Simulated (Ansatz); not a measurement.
2 structures of Sr3Mg: a ranking of polymorphs by energy, run with Ansatz's Python interface.

The script, `polymorphs_sr3mg.py`:
```python
"""Relative energies of Sr3Mg phases, at the given cells."""

import warnings

import ansatz
import numpy as np
import pandas as pd
import spglib

PHASES = {
    "Fm-3m": (
        [(0.0, 4.445928, 4.445928), (4.445928, 0.0, 4.445928), (4.445928, 4.445928, 0.0)],
        [
            ("Sr", (0.5, 0.5, 0.5)),
            ("Sr", (0.75, 0.75, 0.75)),
            ("Sr", (0.25, 0.25, 0.25)),
            ("Mg", (0.0, 0.0, 0.0)),
        ],
    ),
    "P-6m2": (
        [(4.207835, 0.0, 0.0), (-2.103918, 3.644092, 0.0), (0.0, 0.0, 12.373348)],
        [
            ("Sr", (2 / 3, 1 / 3, 0.0)),
            ("Sr", (0.0, 0.0, 0.28473)),
            ("Sr", (0.0, 0.0, 0.71527)),
            ("Mg", (2 / 3, 1 / 3, 0.5)),
        ],
    ),
}


def build(vectors, sites):
    crystal = ansatz.Crystal(lattice=ansatz.Lattice.of(vectors))
    for symbol, position in sites:
        crystal = crystal.atom(symbol, position)
    return crystal


def run_phase(name, crystal):
    calc = (
        crystal.calculation()
        .functional(ansatz.Functional.R2SCAN)
        .basis(650)
        .kpoints(spacing=0.16)
        .occupations("cold", width=0.1)
        .stress()
        .band_table()
    )
    return calc.run(threads=1, pin="off")


def space_group(outcome):
    sites = outcome.report["lattice"]["sites"]
    kinds = sorted({site["symbol"] for site in sites})
    cell = (outcome.lattice.cell_ang, [site["position_frac"] for site in sites], [kinds.index(site["symbol"]) for site in sites])
    return spglib.get_spacegroup(cell, symprec=0.01)


def pressure_gpa(outcome):
    return float(np.trace(outcome.report["stress_gpa"]) / 3)


def volume_per_atom(outcome):
    return abs(np.linalg.det(outcome.lattice.cell_ang)) / len(outcome.lattice.sites)

warnings.simplefilter("ignore", ansatz.DeckWarning)

phases = {name: build(*cell) for name, cell in PHASES.items()}

done = {}
for name, crystal in phases.items():
    try:
        done[name] = run_phase(name, crystal)
    except ansatz.NonConvergedError as error:
        print(name, "did not converge:", str(error)[:120])

energy = {name: o.report["energy_sigma0_ev"] / len(o.lattice.sites) for name, o in done.items()}
lowest = min(energy.values())
rows = [(name, len(o.lattice.sites), 1000 * (energy[name] - lowest), space_group(o), pressure_gpa(o), volume_per_atom(o)) for name, o in done.items()]
rows.sort(key=lambda row: row[2])
print(pd.DataFrame(rows, columns=["phase", "atoms", "dE (meV/atom)", "space group", "P (GPa)", "V (A^3/atom)"]).round(4).to_string(index=False))
print("lowest in energy:", rows[0][0])
```

Which of these structures comes out lowest, and how far apart are they?

By space group at the end of each run: Fm-3m (+0 meV an atom, 43.9 Å³) and P-6m2 (+36 meV an atom, 47.4 Å³).

What the script printed:

```console
$ python polymorphs_sr3mg.py
phase  atoms  dE (meV/atom) space group  P (GPa)  V (A^3/atom)
Fm-3m      4         0.0000 Fm-3m (225)   0.1875       43.9397
P-6m2      4        35.8781 P-6m2 (187)   0.3984       47.4324
lowest in energy: Fm-3m
```

Notes:
- Pressure is positive in compression.
- The cells come from databases of deposited and of computed structures, and not all need be stable phases.
- The ranking holds among these structures alone, at zero temperature; the ground state may be another structure. Differences under 10 to 15 meV an atom lie within the error of mesh and functional.
- Hardware and time: 2.7 min on 1 thread of Arm Neoverse N1, with other jobs on the host, peak memory 1.3 GiB.
